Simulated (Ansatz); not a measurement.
**CoH (quintet): from Hartree-Fock to the top rungs, def2-TZVPP**

The task here is to estimate one member of a computed series from the others.

Method: def2-TZVPP, core rule «outside noble gas», up to 9 orbitals frozen; program: Ansatz 0.2.0, Gaussian basis.

Plan: UHF; ROHF; CCSD(T) on UHF.

## The system

The geometry is a PBE0/def2-TZVP stationary point (not a proven minimum).

2 atoms, charge 0, spin multiplicity 5.

Atoms are counted from 1 here; the program's logs count them from 0.

Bond lengths: Co1–H2 1.633 Å.

Geometry (Å):

```xyz
2
CoH
Co    0.00000    0.00000    0.00000
H     0.00000    0.00000    1.63320
```

The first run:

The input, in.yaml:

```yaml
crystal:
  periodic: [false, false, false]
  atoms:
    - {symbol: Co, position_ang: [0.000000, 0.000000, 0.000000]}
    - {symbol: H, position_ang: [0.000000, 0.000000, 1.633200]}
basis:
  gaussian: {orbitals: def2-TZVPP}
magnetization: {spin_polarized: true, initial_magnetization: 4}
hamiltonian: {xc: hf}
output: {orbitals: {seedname: orbitals}}
```

Launch:

```
$ ansatz run in.yaml --threads 1 --pin off --events-out ev --progress --plain --max-ram 4096MiB --backend cpu
```

Among the steps run: UHF; ROHF; CCSD(T) on UHF.

One of the session's tables, all rows but one given; the rest of the session is left out.

It belongs to the step «Misses and costs». 

```
  method  from UCCSD(T) (kJ/mol)
    ROHF                       ?
     UHF                  +690.4
    UMP2                   +39.4
   UCCSD                   +18.7
UCCSD(T)                       0
```

Estimate the missing values for ROHF.

**Answer.** from UCCSD(T) (kJ/mol): +710.4. In the column «from UCCSD(T) (kJ/mol)» it is the highest.

With the free atoms at the same levels and basis (separate runs), the atomisation energy is 1.537 eV at UCCSD(T), 1.270 eV at ROHF.
